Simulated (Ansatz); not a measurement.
# Hf2TaN2: the cost of one run

Method: DFT PBE, scalar-relativistic, plane waves, PAW, in Ansatz 0.2.0.

## (1) Starting point

It takes space group Fmmm (No. 69, orthorhombic). The conventional cell has a = 4.891 Å, b = 4.916 Å, c = 11.803 Å, α = 90.00°, β = 90.00°, γ = 90.00°. Hf (site symmetry 222) has 4 N at 2.15 Å and 4 Hf at 2.45 to 2.46 Å as nearest neighbours. Ta (site symmetry mmm) has 8 N at 2.97 to 2.98 Å as nearest neighbours. N (site symmetry mm2) is surrounded by 4 Hf at 2.15 Å and 4 Ta at 2.97 to 2.98 Å.

Structure file:

```
CELL_PARAMETERS angstrom
0.00000 2.45781 5.90142
2.44570 0.00000 5.90142
2.44570 2.45781 0.00000
ATOMIC_POSITIONS crystal
Hf 0.25000 0.25000 0.25000
Hf 0.75000 0.75000 0.75000
Ta 0.50000 0.50000 0.50000
N 0.14280 0.14280 0.85720
N 0.85720 0.85720 0.14280
```

Recipe of the guess: species swapped into a database cell of KCu2Se2 (Fmmm, No. 69), with Ta on the K sites, Hf on the Cu sites and N on the Se sites. Its size is a rough estimate.

## (2) The guess as it stands, on a coarse mesh

input.yaml

```yaml
crystal:
  lattice:
    - [0.0, 2.45780967, 5.90142477]
    - [2.44569782, 0.0, 5.90142477]
    - [2.44569782, 2.45780967, 0.0]
  atoms:
    - { symbol: Hf, position: [0.25, 0.25, 0.25] }
    - { symbol: Hf, position: [0.75, 0.75, 0.75] }
    - { symbol: Ta, position: [0.5, 0.5, 0.5] }
    - { symbol: "N", position: [0.1428, 0.1428, 0.8572] }
    - { symbol: "N", position: [0.8572, 0.8572, 0.1428] }
basis:
  ecutwfc: 420
kpoints:
  mp_grid: { grid: [6, 6, 6] }
hamiltonian:
  xc: pbe
scf:
  occupations: { method: gaussian, width: 0.1 }
  lower_state_search: "off"
output:
  forces: true
  stress: true
  eigenvalues: true
```

Launch:

```bash
ansatz run input.yaml --threads 1 --pin off --max-ram 2560MiB --backend cpu --events-out ev --progress --plain --runs-dir out
```

**Question.** How long does this run take on 1 thread of Intel Xeon at 2.50GHz (Skylake/Cascade Lake), shared host, and how much memory does it need?

About 18 s, with a peak of 0.47 GiB.
